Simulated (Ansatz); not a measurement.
# Al2GaP3: the cost of one run

Program: Ansatz 0.2.0. Level of theory: DFT PBE, scalar-relativistic, plane waves, PAW. These are calculated values, not measurements.

**1. Starting point**

Symmetry: P-6m2, No. 187, hexagonal system. Conventional cell: a = 4.020 Å, b = 4.020 Å, c = 7.513 Å, α = 90.00°, β = 90.00°, γ = 120.00°. Al (site symmetry 3m) is surrounded by 3 Ga at 2.98 Å and 9 P at 2.98 to 2.99 Å. Ga (site symmetry -6m2) has 3 P at 2.32 Å in its first shell of neighbours. P (site symmetry -6m2) has 3 P at 2.32 Å and 6 Al at 2.99 Å in its first shell of neighbours. P (site symmetry -6m2) has 3 Ga at 2.32 Å and 6 Al at 2.98 Å in its first shell of neighbours.

Structure file:

```cif
data_structure
_symmetry_space_group_name_H-M 'P-6m2'
_symmetry_Int_Tables_number 187
_cell_length_a 4.0199
_cell_length_b 4.0199
_cell_length_c 7.5128
_cell_angle_alpha 90.000
_cell_angle_beta 90.000
_cell_angle_gamma 120.000
_cell_volume 105.14
loop_
_atom_site_label
_atom_site_type_symbol
_atom_site_symmetry_multiplicity
_atom_site_Wyckoff_symbol
_atom_site_fract_x
_atom_site_fract_y
_atom_site_fract_z
_atom_site_occupancy
Al1 Al 2 i 0.66667 0.33333 0.24807 1
Ga1 Ga 1 a 0.00000 0.00000 0.00000 1
P1 P 1 b 0.00000 0.00000 0.50000 1
P2 P 1 c 0.33333 0.66667 0.00000 1
P3 P 1 d 0.33333 0.66667 0.50000 1
```

The cell is invented: species swapped into a database cell of Ce2CuGe3 (P-6m2, No. 187), with Al on the Ce sites, Ga on the Cu sites and P on the Ge sites. Its size is a rough estimate.

**2. A first look at the guess**

Input file input.yaml:

```yaml
crystal:
  lattice:
    - [4.01991041, 0.0, 0.0]
    - [-2.0099552, 3.48134454, 0.0]
    - [0.0, 0.0, 7.51282214]
  atoms:
    - { symbol: Al, position: [0.66666667, 0.33333333, 0.248074] }
    - { symbol: Al, position: [0.66666667, 0.33333333, 0.751926] }
    - { symbol: Ga, position: [0.0, 0.0, 0.0] }
    - { symbol: P, position: [0.0, 0.0, 0.5] }
    - { symbol: P, position: [0.33333333, 0.66666667, 0.0] }
    - { symbol: P, position: [0.33333333, 0.66666667, 0.5] }
basis:
  ecutwfc: 420
kpoints:
  mp_grid: { grid: [6, 6, 2] }
hamiltonian:
  xc: pbe
scf:
  occupations: { method: gaussian, width: 0.1 }
  lower_state_search: "off"
output:
  forces: true
  stress: true
  eigenvalues: true
```

Command:

```sh
$ ansatz run input.yaml --threads 1 --pin off --max-ram 2560MiB --backend cpu --events-out ev --progress --plain --runs-dir out
```

**Question.** How long does this run take on 1 thread of Intel Xeon at 2.50GHz (Skylake/Cascade Lake), shared host, and how much memory does it need?

About 7.8 s, with a peak of 0.34 GiB.
